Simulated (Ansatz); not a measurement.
# IrRu: the cost of one run

Program: Ansatz 0.2.0. Level of theory: DFT PBEsol, scalar-relativistic, plane waves, PAW. These are calculated values, not measurements.

## Step 1: The structure to begin with

The structure is trigonal, space group R-3m (No. 166). Conventional cell: a = 2.696 Å, b = 2.696 Å, c = 13.277 Å, α = 90.00°, β = 90.00°, γ = 120.00°. Ru (site symmetry -3m) has 6 Ru at 2.70 Å and 6 Ir at 2.71 Å as nearest neighbours. Ir (site symmetry -3m) has 6 Ir at 2.70 Å and 6 Ru at 2.71 Å as nearest neighbours.

Structure file:

```
Ru Ir
1.0
    -1.34814    2.33505    0.00000
    -2.69629    0.00000    0.00000
    -1.34814    0.77835    4.42578
Ru Ir
1 1
Cartesian
  -2.6963 1.5567 2.2129
  0.0000 0.0000 0.0000
```

The structure comes from the Materials Project (structure only).

## Step 2: Ground state at the listed geometry

The input, input.yaml:

```yaml
crystal:
  lattice:
    - [-1.3481429083, 2.335052013, 0.0]
    - [-2.6962858166, 0.0, 0.0]
    - [-1.3481429083, 0.778350671, 4.4257826307]
  atoms:
    - { symbol: Ru, position: [0.5, 0.5, 0.5] }
    - { symbol: Ir, position: [0.0, 0.0, 0.0] }
basis:
  ecutwfc: 420
  fft_grid_basis: typed
kpoints:
  mp_grid: { grid: [15, 15, 14] }
hamiltonian:
  xc: pbesol
  pseudopotentials: { kind: paw }
scf:
  occupations: { method: gaussian, width: 0.05 }
output:
  forces: true
  stress: true
  eigenvalues: true
  bader: true
  write_density: true
  volumetric_format: npy
  elf: true
```

Started as:

```sh
> ansatz run input.yaml --threads 1 --pin off --max-ram 2560MiB --backend cpu --events-out ev --progress --plain --runs-dir out
```

What time and memory should one allow on 1 thread of Arm Neoverse N1, shared host?

About 60 s, with a peak of 0.62 GiB.
